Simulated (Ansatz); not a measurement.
Born–Oppenheimer molecular dynamics of a periodic cell of 17 atoms, W₈C₈O (surface WC(001), adsorbate O). It goes on from the last frame of an earlier run, with new velocities.

Method: Ansatz, DFT PBE, scalar-relativistic, plane waves, PAW. Settings: accuracy low, PAW set soft_1, cutoff 420 eV, k mesh 2x2x1, fermi-dirac smearing 0.05 eV, no spin polarisation.

| Quantity | Value |
| --- | --- |
| ensemble | NVE (velocity Verlet) |
| time step | 1 fs |
| steps asked | 160 |
| starting velocities drawn for | 1350 K |
| atoms held | 1, 5, 9, 13 |
| seed | 765606 |

First frame:

```xyz
17
Lattice="5.7832 0.0000 0.0000 -2.8916 5.0084 0.0000 0.0000 0.0000 15.2447" Properties=species:S:1:pos:R:3
W 0.000 0.000 1.000
C 1.488 0.845 2.290
W 0.158 -0.017 3.852
C 1.576 0.818 4.982
W -1.446 2.504 1.000
C -0.015 3.458 2.345
W -1.308 2.462 3.810
C 0.215 3.360 4.994
W 2.892 0.000 1.000
C 4.565 0.866 2.537
W 3.004 0.039 3.929
C 3.418 -0.726 6.003
W 1.446 2.504 1.000
C 2.984 3.340 2.373
W 1.655 2.400 3.924
C 2.947 3.302 4.926
O -2.339 -0.687 7.207
```

Question: What does the run give?

Answer: All steps were run.

* steps done: 160
* time covered: 160 fs
* mean temperature over the second half: 1513 K
* spread of the potential energy over the second half: 19.0 meV per atom
* mean potential energy of the second half above the start: -16.0 meV per atom

The conserved energy stayed within 0.36 meV per atom of its start (net change -0.045 meV per atom), so the integration is sound. A run of 0.16 ps of so small a system gives no equilibrium averages. Limits of this set-up: coarse k mesh, thin slab, slab without dipole correction, low accuracy level.

Question: What happens to the structure?

Answer: Mean squared displacements from the first frame to the last: W 0.04 Å², C 0.29 Å², O 1.86 Å². Another seed would give other details.

Question: How do temperature and energy run in time?

Answer: 
```
time (fs)  T (K)  potential energy less start (eV)  conserved less start (meV/atom)
      0.0   1350                             0.000                             0.00
      5.0   1230                             0.205                             0.18
     10.0   1070                             0.474                             0.24
     15.0   1113                             0.399                             0.06
     20.0   1100                             0.425                             0.27
     25.0   1322                             0.050                             0.15
     30.0   1554                            -0.340                             0.17
     35.0   1557                            -0.344                             0.20
     40.0   1506                            -0.262                            -0.02
     45.0   1226                             0.213                             0.28
     50.0   1219                             0.224                             0.24
     55.0   1464                            -0.190                             0.13
     60.0   1570                            -0.368                             0.09
     65.0   1420                            -0.115                             0.19
     70.0   1327                             0.040                             0.14
     75.0   1285                             0.112                             0.20
     80.0   1366                            -0.024                             0.17
     85.0   1462                            -0.185                             0.19
     90.0   1471                            -0.202                             0.02
     95.0   1311                             0.068                             0.17
    100.0   1406                            -0.091                             0.14
    105.0   1496                            -0.242                             0.20
    110.0   1760                            -0.687                             0.11
    115.0   1917                            -0.951                             0.08
    120.0   1771                            -0.706                             0.05
    125.0   1574                            -0.377                            -0.05
    130.0   1175                             0.300                             0.36
    135.0   1273                             0.130                             0.06
    140.0   1373                            -0.035                             0.18
    145.0   1473                            -0.202                             0.27
    150.0   1640                            -0.488                            -0.01
    155.0   1558                            -0.346                             0.25
    160.0   1686                            -0.566                            -0.04
```

Run time: 18 min on 1 thread of Arm Neoverse V2 (shared host), peak memory 0.68 GiB.
